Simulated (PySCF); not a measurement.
**C5H3F3OS: runs on many settings**

Which settings matter for C5H3F3OS (`FC(F)(F)Sc1ccoc1`)?

The runs use PySCF 2.14.0, with density-fitted response routines of our own; the level of theory stands in each step. All values are computed, except where a source is named. Atoms are numbered from 0 throughout.

## Step 1: The starting structure

13 atoms, charge 0, multiplicity 1; geometry from: GFN2-xTB.

Bonds of the start (Å): F0–C1 1.33, C1–F2 1.33, C1–F3 1.34, C1–S4 1.83, S4–C5 1.77, C5–C6 1.42, C6–C7 1.36, C7–O8 1.34, O8–C9 1.33, C9–C5 1.37, C6–H10 1.07, C7–H11 1.07, C9–H12 1.07.

## Step 2: Nuclear shieldings: PBE0/pcSseg-1

What the job is given:

```
{"job": {"kind": "nmr", "xc": "PBE0", "basis": "pcSseg-1"}, "charge": 0, "multiplicity": 1}
F      3.530871    -0.590636     0.228560
C      2.284464    -0.148203     0.127403
F      1.979927     0.480927     1.264604
F      2.255516     0.774251    -0.839497
S      1.134936    -1.527614    -0.220342
C     -0.336402    -0.551161    -0.209965
C     -1.169660    -0.273838     0.906102
C     -2.161185     0.515735     0.417148
O     -1.995948     0.732960    -0.899344
C     -0.894833     0.087602    -1.281756
H     -1.027453    -0.615372     1.909284
H     -3.009211     0.969998     0.888931
H     -0.595411     0.145839    -2.308855
```

With the program's defaults for keys left out, this is: GIAO PBE0/pcSseg-1 NMR shielding, non-relativistic, gas phase.

Started as:

```sh
$ OMP_NUM_THREADS=1 python probes_run.py task.json out
```

One launch serves the whole session: the jobs run in the order shown.

The log of the run:

```text
coarse grid: 13264 points
cycle   1  E = -964.2100799442  dE =  2.089e+00  |g| = 9.551e-01  |ddm| = 3.608e+00
cycle   2  E = -964.0111131669  dE =  1.990e-01  |g| = 1.492e+00  |ddm| = 1.264e+00
cycle   3  E = -964.3720975868  dE = -3.610e-01  |g| = 6.488e-02  |ddm| = 7.831e-01
cycle   4  E = -964.3720992556  dE = -1.669e-06  |g| = 6.529e-02  |ddm| = 1.094e-01
cycle   5  E = -964.3730444205  dE = -9.452e-04  |g| = 1.565e-02  |ddm| = 6.509e-02
cycle   6  E = -964.3730964932  dE = -5.207e-05  |g| = 4.047e-03  |ddm| = 1.843e-02
cycle   7  E = -964.3730997028  dE = -3.210e-06  |g| = 1.066e-03  |ddm| = 4.001e-03
final grid: 129928 points
cycle   8  E = -964.4627556717  dE = -3.648e-05  |g| = 1.128e-02  |ddm| = 3.053e-02
cycle   9  E = -964.4627199987  dE =  3.567e-05  |g| = 1.788e-02  |ddm| = 1.966e-02
cycle  10  E = -964.4627786852  dE = -5.869e-05  |g| = 2.347e-03  |ddm| = 1.289e-02
cycle  11  E = -964.4627799710  dE = -1.286e-06  |g| = 2.814e-04  |ddm| = 2.240e-03
cycle  12  E = -964.4627799839  dE = -1.291e-08  |g| = 1.612e-04  |ddm| = 3.873e-04
cycle  13  E = -964.4627799899  dE = -5.982e-09  |g| = 2.650e-05  |ddm| = 1.801e-04
cycle  14  E = -964.4627799900  dE = -1.562e-10  |g| = 6.699e-06  |ddm| = 3.829e-05
converged SCF energy = -964.4627799900

GIAO shielding tensors (ppm)
atom      isotropic    diamagn.    paramagn.     s11        s22        s33       span
  0 F      242.293     466.984    -224.691    168.300    232.489    326.091    157.791
  1 C       45.913     243.627    -197.714     31.786     49.124     56.828     25.043
  2 F      222.643     476.338    -253.695    148.305    199.015    320.609    172.304
  3 F      223.743     475.712    -251.969    145.094    200.215    325.919    180.824
  4 S      418.721    1054.278    -635.557    187.926    339.284    728.953    541.027
  5 C       68.534     262.162    -193.627     -9.301     72.962    141.942    151.244
  6 C       61.413     250.414    -189.002    -28.024     63.363    148.899    176.924
  7 C       38.718     254.122    -215.404    -38.703     46.998    107.858    146.561
  8 O       22.180     396.403    -374.223   -136.985    -57.004    260.529    397.514
  9 C       31.762     252.901    -221.139    -49.826     40.570    104.543    154.369
 10 H       24.686      31.665      -6.979     22.475     23.974     27.609      5.134
 11 H       24.088      29.667      -5.579     21.025     24.913     26.327      5.301
 12 H       23.827      31.163      -7.336     20.660     23.374     27.447      6.786
```

Run time: 39 s. Hardware: 1 thread of Intel Xeon Platinum 8488C, shared host; peak memory 0.84 GiB.

The references, computed at this level on geometries of the same kind, shield at (ppm): 1H TMS 31.72, 13C TMS 186.9, 19F CFCl3 170.9, 17O H2O 336.1, 33S CS2 504. Their shielding less the atom's gives the shift. The references are single molecules in the gas phase, so shifts against H2O, NH3, PH3, H3PO4 or CFCl3 are not on the usual liquid scales and can be off by tens of ppm. Atoms listed in one row are averaged.

| atoms | environment | σ (ppm) | δ (ppm) | δ scaled to CDCl3 |
| --- | --- | --- | --- | --- |
| C9 | aromatic CH next to the ring oxygen | 31.8 | 155.2 | 149.5 |
| C7 | aromatic CH next to the ring oxygen | 38.7 | 148.2 | 142.7 |
| C1 | CF3 carbon | 45.9 | 141.0 | 131.3 |
| C6 | aromatic CH | 61.4 | 125.5 | 120.6 |
| C5 | aromatic carbon bearing sulfur | 68.5 | 118.4 | 109.2 |
| H12 | hydrogen on an aromatic CH next to the ring oxygen | 23.83 | 7.89 | 7.54 |
| H11 | hydrogen on an aromatic CH next to the ring oxygen | 24.09 | 7.63 | 7.30 |
| H10 | hydrogen on an aromatic CH | 24.69 | 7.03 | 6.73 |
| F0, F2, F3 | fluorine of an SCF3 group | 229.6 | -58.6 | – |
| S4 | sulfide sulfur | 419 | 85 | – |
| O8 | aromatic ring oxygen | 22.2 | 313.9 | – |

The scaled column applies a straight-line fit of computed shieldings to shifts measured in CDCl3, with any fitted terms for Cl, Br or S neighbours, and one for carbons that bear F (root-mean-square error 0.16 ppm for H, 1.9 ppm for C).

Charges from the same density, by scheme (e):

| atoms | Mulliken | IAO | Hirshfeld | ESP fit |
| --- | --- | --- | --- | --- |
| F0, F2, F3 | -0.25 | -0.27 | -0.09 | -0.12 |
| C1 | 0.69 | 0.70 | 0.24 | 0.35 |
| S4 | 0.12 | 0.15 | 0.01 | -0.15 |
| C5 | -0.44 | -0.20 | -0.07 | 0.12 |
| C6 | -0.06 | -0.21 | -0.09 | -0.26 |
| C7 | 0.17 | 0.01 | 0.01 | -0.08 |
| O8 | -0.34 | -0.21 | -0.05 | -0.12 |
| C9 | 0.29 | 0.03 | 0.02 | -0.01 |

Mayer bond orders: F0–C1 1.02, C1–F2 1.01, C1–F3 1.01, C1–S4 0.98, S4–C5 1.03, C5–C6 1.22, C6–C7 1.61, C7–O8 1.07, O8–C9 1.11, C9–C5 1.53.

Ring of atoms C5, C6, C7, O8, C9: NICS(0) -11.8, NICS(1) -10.2, NICS(1)zz -26.4 ppm (means of both faces).

The fields below are evaluated on a grid from the run's orbitals.

Frontier orbitals at PBE0/pcSseg-1, with the share of their density that lies nearest to each atom:

| orbital | energy (eV) | lies on |
| --- | --- | --- |
| HOMO | -7.28 | C7, C9 about 29 % each; C5, C6 about 13 % each |
| LUMO | -0.57 | C9 26 %; S4 16 %; C5 14 % |

ELF in a plane through or near 6 of the atoms.

Ten even steps from ' ' (0.00) to '@' (1.00):
```
                                                        
                                                        
                                                        
                              ::::                      
                            **@@@@**                    
                            @@@@@@%%..                  
          ..                ##@@@@##..                  
        --**++..            ==**--++++------..          
        **%%%%++::==--....--##++==##%%****++--          
      ..####++##==##%%--++**==##++********==..          
      ..**%%%%====%%%%--**++::==::..==++--..            
        ::==::  ......::::++%%##==++##**--              
                          ::++::--####%%**::            
                          ==%%@@##----++==..            
                          %%@@@@@@..  ....              
                          @@@@@@@@..                    
                          ==@@@@##                      
                                                        
                                                        
                                                        
```
The map spans 12.3 Å across and 9.8 Å up, centred on the molecule. Atoms in the plane (x, y in Å): F0 (-3.6, 0.3), C5 (0.3, -0.1), C6 (1.1, 0.9), C9 (0.9, -1.3), H10 (1.0, 2.0), H12 (0.6, -2.3).

On the surface of density 0.002 e/bohr³ the electrostatic potential runs, from the 1st to the 99th percentile, from -0.51 V near O8 to 1.38 V near H11.

## Step 3: Excited states and response: PBE0/def2-SVPD

Same as in step 2 but for these lines:

```diff
@@ -1,2 +1,2 @@
-{"job": {"kind": "nmr", "xc": "PBE0", "basis": "pcSseg-1"}, "charge": 0, "multiplicity": 1}
+{"job": {"kind": "uv", "xc": "PBE0", "basis": "def2-SVPD", "nstates": 6, "ntriplets": 2}, "charge": 0, "multiplicity": 1}
 F      3.530871    -0.590636     0.228560
```

With the program's defaults for keys left out, this is: TDDFT PBE0/def2-SVPD, vertical, gas phase, core orbitals frozen in the response.

The log of the run:

```text
coarse grid: 13264 points
cycle   1  E = -963.7520372569  dE =  2.013e+00  |g| = 8.983e-01  |ddm| = 6.908e+00
cycle   2  E = -963.5674220479  dE =  1.846e-01  |g| = 1.395e+00  |ddm| = 2.306e+00
cycle   3  E = -963.9037506700  dE = -3.363e-01  |g| = 6.654e-02  |ddm| = 1.526e+00
cycle   4  E = -963.9039460093  dE = -1.953e-04  |g| = 6.066e-02  |ddm| = 2.449e-01
cycle   5  E = -963.9047739284  dE = -8.279e-04  |g| = 1.636e-02  |ddm| = 1.171e-01
cycle   6  E = -963.9048352654  dE = -6.134e-05  |g| = 3.839e-03  |ddm| = 4.710e-02
cycle   7  E = -963.9048384492  dE = -3.184e-06  |g| = 1.048e-03  |ddm| = 8.317e-03
final grid: 129928 points
cycle   8  E = -964.0217747032  dE = -3.027e-05  |g| = 1.080e-02  |ddm| = 1.531e-01
cycle   9  E = -964.0217415963  dE =  3.311e-05  |g| = 1.693e-02  |ddm| = 3.411e-02
cycle  10  E = -964.0217972252  dE = -5.563e-05  |g| = 2.305e-03  |ddm| = 2.166e-02
cycle  11  E = -964.0217985258  dE = -1.301e-06  |g| = 2.932e-04  |ddm| = 4.261e-03
cycle  12  E = -964.0217985429  dE = -1.709e-08  |g| = 1.319e-04  |ddm| = 8.111e-04
cycle  13  E = -964.0217985471  dE = -4.163e-09  |g| = 2.900e-05  |ddm| = 3.032e-04
cycle  14  E = -964.0217985473  dE = -1.992e-10  |g| = 7.378e-06  |ddm| = 7.503e-05
converged SCF energy = -964.0217985473

Static polarisability (au): isotropic 80.656, principal 64.390 76.662 100.916

Singlet excitations
state   eV       nm        f      main configurations
  1   5.5435    223.7   0.00028   H-1->L 0.85, H-1->L+1 0.13
  2   5.8276    212.8   0.03810   H->L 0.80, H->L+1 0.15
  3   6.3201    196.2   0.01095   H-1->L+1 0.68, H->L+1 0.12, H-1->L 0.11
  4   6.3704    194.6   0.09204   H->L+1 0.65, H->L 0.13, H-1->L+1 0.12
  5   6.6685    185.9   0.00206   H-2->L 0.47, H->L+2 0.46
  6   7.0321    176.3   0.05126   H->L+3 0.38, H->L+4 0.24, H->L+2 0.21

Triplet excitations (Tamm-Dancoff, eV): 3.9713 5.0535
```

Run time: 59 s. Hardware: 1 thread of Intel Xeon Platinum 8488C, shared host; peak memory 0.98 GiB.

Frontier orbitals and where they lie:

| orbital | eV | atoms |
| --- | --- | --- |
| HOMO−3 | -10.66 | S4 48 %, C5 15 %, F2 9 % |
| HOMO−2 | -8.71 | C6 25 %, C5 24 %, O8 21 % |
| HOMO−1 | -7.83 | S4 72 %, C5 9 %, C1 6 % |
| HOMO | -7.32 | C7 27 %, C9 26 %, C6 15 % |
| LUMO | -0.71 | C9 23 %, S4 17 %, C5 16 % |
| LUMO+1 | -0.04 | S4 36 %, C7 14 %, C6 10 % |
| LUMO+2 | 0.65 | C6 19 %, C7 17 %, S4 15 % |

With each of the 6 states as a Gaussian band of 0.4 eV half-width at 1/e, the curve within the window shown has maxima at 195 nm (ε 4,600) L/(mol cm). Beyond the last state computed it falls off for lack of states. The curve at chosen wavelengths:

nm, ε (L/mol/cm) and a bar:
```
      169       1200 ########
      172       1790 ############
      175       2245 ###############
      179       2582 #################
      182       2818 ##################
      185       3215 #####################
      188       3763 #########################
      192       4415 #############################
      195       4596 ##############################
      198       4442 #############################
      201       4041 ##########################
      205       3362 ######################
      208       2879 ###################
      211       2453 ################
      214       2073 #############
      218       1601 ##########
      221       1268 ########
      224        962 ######
      227        697 ####
      231        422 ###
      234        275 ##
      237        172 #
      240        103 #
      244         50 
      247         28 
      250         15
```

Leading natural transition orbitals of singlet state 4: the hole lies on C7, C9 about 25 % each; C5, C6 about 12 % each; S4 12 %; the particle on S4 17 %; C5, C7, C9 about 12 % each; O8 11 %.

Leading natural transition orbitals of singlet state 1: the hole lies on S4 80 %; the particle on S4 36 %; C1, C5, C9 about 14 % each; O8 7 %.

Ground-state properties from the same run:

| property | computed |
| --- | --- |
| dipole moment (D) | 2.09 |
| polarisability (Å³) | 11.95 |
| HOMO–LUMO gap (eV) | 6.61 |
| −ε(HOMO) (eV) | 7.32 |

(Part 1 of 2 ends here.)
